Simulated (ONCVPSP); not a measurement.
# An ONCV potential for Ga, from input to tests

Do these settings give a usable potential? It is generated, then checked for transferability, scattering, ghosts and hardness.

Method: ONCVPSP 4.0.1.1 (patched build), PBE, scalar-relativistic.

## Step 1: The design

Typed settings, in words:

```
element                 : gallium (Ga, Z = 31)
type                    : optimised norm-conserving Vanderbilt (ONCV)
frozen core             : [Ar]
valence charge          : 13
reference configuration : 3d10 4s1 (charge +2)
partial waves           : 4s: rc 1.80 bohr, ncon 4, nbas 8, qcut 3.4 1/bohr, 2 projectors, debl 2.6 Ha; p scattering state at 0.04 Ha: rc 1.80 bohr, ncon 3, nbas 6, qcut 5 1/bohr, 3 projectors, debl 2.8 Ha; 3d: rc 1.05 bohr, ncon 3, nbas 7, qcut 13.2 1/bohr, 2 projectors, debl 1.9 Ha
local potential         : polynomial inside 0.75 bohr (lpopt 5, dvloc0 -1 Ha)
core correction         : Teter function, fcfact 1.5, rcfact 1.8
```

The nodes and maxima of the atom's own shells, from an earlier all-electron run, set the scale for the radii.

All-electron outer shells of the reference configuration (PBE, scalar-relativistic, ld1.x):

```csv
shell,level (eV),outermost node (bohr),outermost maximum (bohr)
3p,-119.20,0.24,0.56
3d,-39.36,–,0.53
4s,-26.07,0.80,1.78
4p,-17.74,0.86,2.12
```

## Step 2: The generation run

The input, Ga.dat:

```
# ATOM AND REFERENCE CONFIGURATION
# atsym  z   nc   nv     iexc    psfile
  Ga 31.00    5    2        4      upf
#
#   n    l    f
    1    0    2.00
    2    0    2.00
    2    1    6.00
    3    0    2.00
    3    1    6.00
    3    2   10.00
    4    0    1.00
#
# PSEUDOPOTENTIAL AND OPTIMIZATION
# lmax
    2
#
#   l,   rc,      ep,       ncon, nbas, qcut
    0    1.80    0.00    4    8    3.40
    1    1.80    0.04    3    6    5.00
    2    1.05    0.00    3    7   13.20
#
# LOCAL POTENTIAL
# lloc, lpopt,  rc(5),   dvloc0
    4    5    0.75   -1.00
#
# VANDERBILT-KLEINMAN-BYLANDER PROJECTORs
# l, nproj, debl
    0    2    2.60
    1    3    2.80
    2    2    1.90
#
# MODEL CORE CHARGE
# icmod, fcfact, rcfact
    3    1.50    1.80
#
# LOG DERIVATIVE ANALYSIS
# epsh1, epsh2, depsh
   -3.00    5.00    0.02
#
# OUTPUT GRID
# rlmax, drl
    6.00    0.01
#
# TEST CONFIGURATIONS
# ncnf
    4
# nvcnf
#   n    l    f
    3
    3    2   10.00
    4    0    2.00
    4    1    1.00
#
    2
    3    2   10.00
    4    0    2.00
#
    2
    3    2   10.00
    4    0    0.00
#
    2
    3    2    9.00
    4    0    0.00
#
```

On the command line:

```console
$ oncvpsp.x < Ga.dat > Ga.out
```

What does the calculation give? Wanted: cutoffs for 1 and 0.1 mHa per electron, occupied waves; bound ghosts; GHOST(+) flags; largest test error; largest phase difference near zero energy, channels read; rms error of d²Exc/dn², without and with the model core; projector energies reset by the program.

As calculated:

| quantity | value |
| --- | --- |
| cutoffs for 1 and 0.1 mHa per electron, occupied waves | 76 Ha and 85 Ha |
| bound ghosts | s at -179.13 eV |
| GHOST(+) flags | p at 158 eV |
| largest test error (AE − PS) | +40 meV, for 3d10 4s2 4p1 |
| largest phase difference near zero energy, channels read | 0.000 rad |
| rms error of d²Exc/dn², without and with the model core | 9.17 and 3.95 mHa |
| projector energies reset by the program | p: 0.050, 2.850, 5.650 Ha |

It has a bound ghost (s), a state that the atom doesn't have, and that rules the file out. By total energies transferability is fair: the largest error is 40 meV on 26.8 eV, for 3d10 4s2 4p1. The potential is very hard: the looser tolerance needs 76 Ha. At the looser tolerance the 3d wave is the slowest; 4s needs 15 Ha. Near zero energy the phases of the channels with partial waves agree within 0.001 rad. The program also flags highly localised states, GHOST(+) (p). All of this concerns the isolated atom, not yet a solid.
